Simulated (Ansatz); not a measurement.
# RbMnSe2: magnetism under pressure and tension

Aim: scale the cell of RbMnSe2 and follow its moments, with and without spin polarisation. Methods of the runs shown: LAPW. Companion runs by PAW are cited. Its runs: free moments (LAPW); volume scaled by 0.8 (LAPW); volume scaled by 0.9 (LAPW); volume scaled by 0.9, no spin polarisation (LAPW); volume scaled by 0.95 (LAPW).

Method: DFT, PBEsol, all-electron LAPW, scalar-relativistic, in Ansatz 0.2.0.

**1. Starting point**

It takes space group I-4m2 (No. 119, tetragonal). Conventional cell: a = 4.044 Å, b = 4.044 Å, c = 14.134 Å, α = 90.00°, β = 90.00°, γ = 90.00°. Rb (site symmetry -4m2) is surrounded by 8 Se at 3.58 Å and 4 Rb at 4.04 Å and 4 Mn at 4.07 Å. Around Mn (site symmetry -4m2) lie 4 Se at 2.45 Å. Around Se (site symmetry 2mm) lie 2 Mn at 2.45 Å.

As a file:

```cif
data_structure
_symmetry_space_group_name_H-M 'P 1'
_symmetry_Int_Tables_number 1
_cell_length_a 7.6236
_cell_length_b 7.6236
_cell_length_c 7.6236
_cell_angle_alpha 149.242
_cell_angle_beta 149.242
_cell_angle_gamma 44.055
_cell_volume 115.55
loop_
_atom_site_label
_atom_site_type_symbol
_atom_site_fract_x
_atom_site_fract_y
_atom_site_fract_z
_atom_site_occupancy
Rb1 Rb 0.00000 0.00000 0.00000 1
Mn1 Mn 0.25000 0.75000 0.50000 1
Se1 Se 0.65258 0.65258 0.00000 1
Se2 Se 0.34742 0.34742 0.00000 1
```

Atoms are numbered in the order of the input: Rb1, Mn2, Se3, Se4.

**2. Free moments, LAPW**

input.yaml

```yaml
crystal:
  lattice:
    - [-2.021789, 2.021789, 7.067076]
    - [2.021789, -2.021789, 7.067076]
    - [2.021789, 2.021789, -7.067076]
  atoms:
    - { symbol: Rb, position: [0.0, 0.0, 0.0] }
    - { symbol: Mn, position: [0.25, 0.75, 0.5], spin: 4.0 }
    - { symbol: Se, position: [0.652579, 0.652579, 0.0] }
    - { symbol: Se, position: [0.347421, 0.347421, 0.0] }
magnetization:
  spin_polarized: true
kpoints:
  mp_grid: { grid: [10, 10, 10] }
scf:
  occupations: { method: fermi_dirac, width: 0.05 }
hamiltonian:
  xc: pbesol
  pseudopotentials: { kind: all_electron, lapw: { basis_error: 0.001 } }
output:
  forces: true
  stress: true
  eigenvalues: false
  populations: true
```

Started as:

```console
ansatz run input.yaml --threads 2 --pin off --max-ram 6144MiB --backend cpu --events-out ev --progress --plain --runs-dir out
```

Log:

```text
settings of this run that can trade accuracy for cost: output.eigenvalues: false. Do not mix this run's numbers with those of runs without the same settings; the input reference describes each key
Rb: projections on atomic orbitals take those of the free atom 1s2 2s2 2p6 3s2 3p6 3d10 4s2 4p6 5s1, of charge +0.00 (hamiltonian.pseudopotentials.projection_atoms)
Mn: projections on atomic orbitals take those of the free atom 1s2 2s2 2p6 3s2 3p6 3d5 4s2, of charge +0.00 (hamiltonian.pseudopotentials.projection_atoms)
Se: projections on atomic orbitals take those of the free atom 1s2 2s2 2p6 3s2 3p6 3d10 4s2 4p4, of charge +0.00 (hamiltonian.pseudopotentials.projection_atoms)
LAPW: plane waves up to 8.985 Å⁻¹, error target 1.0e-3 eV per atom; small_component_spin mean_spin; Mn in spheres of 1.234 Å, 15 of its electrons in bands, Dirac shells []; Se in spheres of 1.212 Å, 24 of its electrons in bands, Dirac shells []; Rb in spheres of 1.234 Å, 27 of its electrons in bands, Dirac shells []
Engine: ansatz 0.2.0
Pseudopotentials: kind: all_electron
Pseudopotential: Rb, LAPW, valence charge 27, Koelling and Harmon's equation, gaussian nucleus
Pseudopotential: Mn, LAPW, valence charge 15, Koelling and Harmon's equation, gaussian nucleus
Pseudopotential: Se, LAPW, valence charge 24, Koelling and Harmon's equation, gaussian nucleus
Functional definition: PBEsol
  exchange = pbesol_x
  correlation = pbesol_c
Crystal: 4 atoms, lattice volume = 115.550 Å³
Basis set: ecut = 307.57902951324667 eV, 1405 PW (Γ), FFT grids on a1+a3, a2+a3, a3, exchange–correlation at level 2
Bands: 57, of which v1, the nominal top of the filled ones, is band 45 counted from 1 (44 counted from 0)
Symmetry: 8 space group operations
Space group: I-4m2 (ITA 119), of the structure as read, at distance tolerance 4.9e-5 Å
Magnetic group: BNS 119.315 (UNI 975), of the structure as read, at distance tolerance 4.9e-5 Å
k-points: 102 of 1000 (time reversal used)
Non-local potential: Rb, projectors of the file, none
Non-local potential: Mn, projectors of the file, none
Non-local potential: Se, projectors of the file, none
Initial density: superposition of atomic densities (chi_scale 0.1, normalization cell, long waves kept (reshape's long-wave potential 0.23 eV rms))
Starting moments: Σ|m| = 4 μB on 1 of 4 sites
Initial wavefunctions: plane waves of lowest kinetic energy (no species holds an atomic orbital)
Functional: x = pbesol(κ = 0.804, μ = 0.12345679012345678), c = pbesol(β = 0.046)
iter 1 solved again at ethr=8.56e-4 eV; its pass at ethr=1.00e-1 eV (dr2=7.70e-1 eV) is discarded
SCF iter   1: F=—  HF=-244734.548571 eV  |F-HF|=—  |Δ(HF+E_count)|=         —  Δρ=1.12e-2 (↑6.85e-3 ↓1.12e-2)  dr2=7.72e-1  dr2_m=1.01e-2  M=4.000 μB ∫|m|=4.184 μB  β_m=0.30  ethr=8.56e-4  ⟨swp⟩=2.1  Hψ=71031  notcnv=0
Mixer restart at iter 1: flushing history
preconditioner: auto → Kerker (q_TF=auto, 2.617 Å⁻¹)  [metal: Δε(μ)=0.008 eV  Ē_g=11.096 eV  σ=0.050 eV  W_gap=0.04  n_scr=32 (ndim 8)  ℏωp=17.6 eV  f_vac=0.140  D(μ)=2.16/eV (n_scr^D=12)]
spin=Collinear: Kerker preconditioning applied to the charge; magnetization (m = ρ↑ − ρ↓) channel mixes plain (no charge-response kernel on spin).
SCF iter   2: F=—  HF=-244734.493788 eV  |F-HF|=—  |Δ(HF+E_count)|=   5.48e-2  Δρ=9.05e-3 (↑5.74e-3 ↓9.05e-3)  dr2=5.71e-1  dr2_m=5.44e-3  M=4.000 μB ∫|m|=4.196 μB  β_m=0.65  ethr=8.56e-4  ⟨swp⟩=2.0  Hψ=34852  notcnv=0
SCF iter   3: F=—  HF=-244734.387465 eV  |F-HF|=—  |Δ(HF+E_count)|=   1.06e-1  Δρ=2.64e-3 (↑2.56e-3 ↓2.64e-3)  dr2=1.44e-1  dr2_m=9.03e-5  M=4.000 μB ∫|m|=4.249 μB  β_m=0.64  ethr=6.34e-4  ⟨swp⟩=2.5  Hψ=35205  notcnv=0
SCF iter   4: F=—  HF=-244734.373975 eV  |F-HF|=—  |Δ(HF+E_count)|=   1.35e-2  Δρ=1.83e-3 (↑1.83e-3 ↓1.81e-3)  dr2=6.62e-2  dr2_m=6.54e-5  M=4.000 μB ∫|m|=4.259 μB  β_m=0.66  ethr=1.60e-4  ⟨swp⟩=2.0  Hψ=34758  notcnv=0
SCF iter   5: F=—  HF=-244734.361760 eV  |F-HF|=—  |Δ(HF+E_count)|=         —  Δρ=9.71e-4 (↑9.65e-4 ↓9.71e-4)  dr2=2.41e-2  dr2_m=1.25e-5  M=4.000 μB ∫|m|=4.271 μB  β_m=0.66  ethr=7.36e-5  ⟨swp⟩=2.0  Hψ=34076  notcnv=0  defer=1
Mixer restart at iter 5: flushing history
SCF iter   6: F=—  HF=-244734.360969 eV  |F-HF|=—  |Δ(HF+E_count)|=         —  Δρ=8.80e-4 (↑8.80e-4 ↓8.31e-4)  dr2=2.15e-2  dr2_m=7.40e-6  M=4.000 μB ∫|m|=4.274 μB  β_m=0.61  ethr=2.68e-5  ⟨swp⟩=2.0  Hψ=32887  notcnv=0  defer=1
the basis was enlarged: its passes take 469.4 KiB over the memory plan, 2 of 2 planned eigensolver slots
SCF iter   7: F=—  HF=-244734.358676 eV  |F-HF|=—  |Δ(HF+E_count)|=   2.29e-3  Δρ=6.52e-4 (↑6.37e-4 ↓6.52e-4)  dr2=1.24e-2  dr2_m=1.09e-6  M=4.000 μB ∫|m|=4.275 μB  β_m=0.74  ethr=2.38e-5  ⟨swp⟩=2.0  Hψ=31321  notcnv=0
SCF iter   8: F=—  HF=-244734.358319 eV  |F-HF|=—  |Δ(HF+E_count)|=   3.57e-4  Δρ=4.76e-4 (↑4.74e-4 ↓4.76e-4)  dr2=7.03e-3  dr2_m=1.52e-6  M=4.000 μB ∫|m|=4.278 μB  β_m=0.55  ethr=1.38e-5  ⟨swp⟩=2.0  Hψ=32589  notcnv=0
SCF iter   9: F=—  HF=-244734.355753 eV  |F-HF|=—  |Δ(HF+E_count)|=   2.57e-3  Δρ=1.99e-4 (↑1.91e-4 ↓1.99e-4)  dr2=1.32e-3  dr2_m=7.24e-7  M=4.000 μB ∫|m|=4.282 μB  β_m=0.69  ethr=7.81e-6  ⟨swp⟩=2.0  Hψ=32871  notcnv=0
SCF iter  10: F=—  HF=-244734.355369 eV  |F-HF|=—  |Δ(HF+E_count)|=   3.84e-4  Δρ=8.56e-5 (↑7.70e-5 ↓8.56e-5)  dr2=1.49e-4  dr2_m=3.67e-7  M=4.000 μB ∫|m|=4.285 μB  β_m=0.76  ethr=1.46e-6  ⟨swp⟩=2.0  Hψ=32601  notcnv=0
SCF iter  11: F=—  HF=-244734.355348 eV  |F-HF|=—  |Δ(HF+E_count)|=   2.01e-5  Δρ=4.70e-5 (↑4.62e-5 ↓4.70e-5)  dr2=3.40e-5  dr2_m=3.06e-8  M=4.000 μB ∫|m|=4.286 μB  β_m=0.77  ethr=1.66e-7  ⟨swp⟩=2.4  Hψ=32655  notcnv=0
SCF iter  12: F=—  HF=-244734.355351 eV  |F-HF|=—  |Δ(HF+E_count)|=   2.91e-6  Δρ=2.39e-5 (↑2.29e-5 ↓2.39e-5)  dr2=9.26e-6  dr2_m=9.07e-9  M=4.000 μB ∫|m|=4.286 μB  β_m=0.88  ethr=3.78e-8  ⟨swp⟩=2.6  Hψ=32713  notcnv=0
iter 13 solved again at ethr=9.58e-10 eV; its pass at ethr=1.03e-8 eV (dr2=8.62e-7 eV) is discarded
SCF iter  13: F=—  HF=-244734.355354 eV  |F-HF|=—  |Δ(HF+E_count)|=   2.46e-6  Δρ=7.12e-6 (↑6.90e-6 ↓7.12e-6)  dr2=8.61e-7  dr2_m=5.07e-9  M=4.000 μB ∫|m|=4.286 μB  β_m=0.94  ethr=9.58e-10  ⟨swp⟩=2.0  Hψ=56774  notcnv=0
SCF iter  14: F=—  HF=-244734.355354 eV  |F-HF|=—  |Δ(HF+E_count)|=   2.23e-8  Δρ=3.04e-6 (↑3.04e-6 ↓2.93e-6)  dr2=1.44e-7  dr2_m=9.06e-11  M=4.000 μB ∫|m|=4.286 μB  β_m=0.97  ethr=9.57e-10  ⟨swp⟩=3.0  Hψ=33248  notcnv=0
SCF iter  15: F=-244734.355354 eV  HF=-244734.355354 eV  |F-HF|=2.37e-8  |Δ(HF+E_count)|=   1.46e-8  Δρ=1.90e-6 (↑1.76e-6 ↓1.90e-6)  dr2=3.37e-8  dr2_m=6.37e-11  M=4.000 μB ∫|m|=4.286 μB  ethr=1.60e-10  ⟨swp⟩=2.0  Hψ=32472  notcnv=0
SCF 1 converged in 15 iterations: F = -244734.355354 eV  dr2 = 3.37e-8
SCF converged after 15 iterations
Magnetization: 4.0000 μB (47.0000 up, 43.0000 down)
Absolute magnetization: 4.2863 μB (∫|ρ↑−ρ↓|)
Spin contamination: 0.2408 ħ² per cell (⟨S²⟩ above its minimum at these occupations)
Per-site moments (μB) at R_I (Å): [(0.006017872751172604, 1.2343083547146314), (3.7726490435171183, 1.2343083547146314), (-0.060957378130169104, 1.2118433774787483), (-0.060957378130169104, 1.2118433774787483)]
Free energy (F): -244734.355354 eV
Harris-Foulkes:  -244734.355354 eV  (|F-HF|=2.37e-8)
Internal energy: -244734.339732 eV  (E = F + TS)
E sigma→0 (E₀):  -244734.347543 eV
Entropy (-TS):   -0.015622 eV (-3.906 meV/atom)
Fermi energy:    6.990545 eV
--- Per-component energies (eV) ---
  E_band       = -6427.729837
  E_kinetic    = 250516.578934
  E_xc         = -8786.584766
  E_electrostatic = -486464.333899  (all electrons and nuclei)
  E_smearing   = -0.015622  (= −TS)
  E_closure    = 0.000000  (closes the sum)
  E_atoms      = -244713.169189  (free atoms, spherical and without spin; not in F)
  Σ components = -244734.355354   (vs F -244734.355354, Δ=0.00e0)
  Basis errors (estimates in eV, not in F): energy 4.5e-4 per atom: plane waves 4.1e-4 (2.3e-4 summed), levels above the bands 1.4e-70, relativity 8.2e-8, radial functions 4.3e-5, core shells 2.2e-8; eigenvalues (radial functions only) 1.1e-5; not estimated: angular momenta, meshes, grids; target (lapw.basis_error) 1.0e-3; muffin-tin radii Mn 1.234 Å, Se 1.212 Å, Rb 1.234 Å
--- Forces (eV/Å), atoms counted from 1 ---
  atom   1  Rb     0.00000000     0.00000000     0.00000000
  atom   2  Mn     0.00000000     0.00000000     0.00000000
  atom   3  Se    -0.00000000     0.00000000     0.19986878
  atom   4  Se     0.00000000     0.00000000    -0.19986878
  max |Σ_I F_I| component: 2.93e-18 eV/Å
--- Stress (GPa, compression-positive) ---
       -2.363887       0.000000      -0.000000
        0.000000      -2.363887       0.000000
       -0.000000       0.000000      -2.286496
  P = ⅓ Tr σ = -2.3381 GPa (-23.381 kbar)
--- Löwdin populations: 4 sites ---
  site symbol       q [e]    m [muB]
     0     Rb     36.2906     0.0204
     1     Mn     24.0387     3.9792
     2     Se     34.7232    -0.0426
     3     Se     34.7232    -0.0426
  spilling = 0.001724 (of n_electrons = 130.000000)
settings of this run that can trade accuracy for cost: output.eigenvalues: false. Do not mix this run's numbers with those of runs without the same settings; the input reference describes each key
```

Wall time 5.5 min (2 threads of Intel Xeon Platinum 8259CL at 2.50GHz (Skylake/Cascade Lake), shared host); peak memory 1.8 GiB.

Read from it: total moment 4.00 μB; site moments Rb1 0.01, Mn2 3.77, Se3 -0.06, Se4 -0.06 μB; pressure -2.34 GPa.

(Part 1 of 3 ends here.)
